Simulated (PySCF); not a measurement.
# C3H5Br: the cost of one run

Computed with PySCF 2.14.0 and routines of our own; the level stands in each step. Atoms count from 0.

### Step 1. The system as given

9 atoms, charge 0, multiplicity 1; geometry from: GFN2-xTB.

### Step 2. Geometry optimisation at PBE0-D3(BJ)/def2-SVP

What the job is given:

```
{"job": {"xc": "PBE0", "basis": "def2-SVP", "d3": "d3bj", "grid": 1, "maxiter": 30, "shake": 0.01, "kind": "geom"}, "charge": 0, "multiplicity": 1}
Br     2.235540    -0.387970    -0.889650
C      0.736400    -0.025330     0.302240
C     -0.584010    -0.700640     0.045580
C     -0.386820     0.776650    -0.193990
H      1.099830     0.104040     1.303340
H     -1.133240    -1.030310     0.907990
H     -0.634610    -1.350960    -0.803190
H     -0.870210     1.474030     0.488450
H     -0.405090     1.123330    -1.194490
```

Launch:

```console
> OMP_NUM_THREADS=1 python heavy_run.py task.json out
```

The driver reads the jobs from task.json and runs them one after another.

**Question.** How long does this first job take on 1 thread of Arm Neoverse V2, shared host, and how much memory does it need?

About 23 s, with a peak of 0.41 GiB.
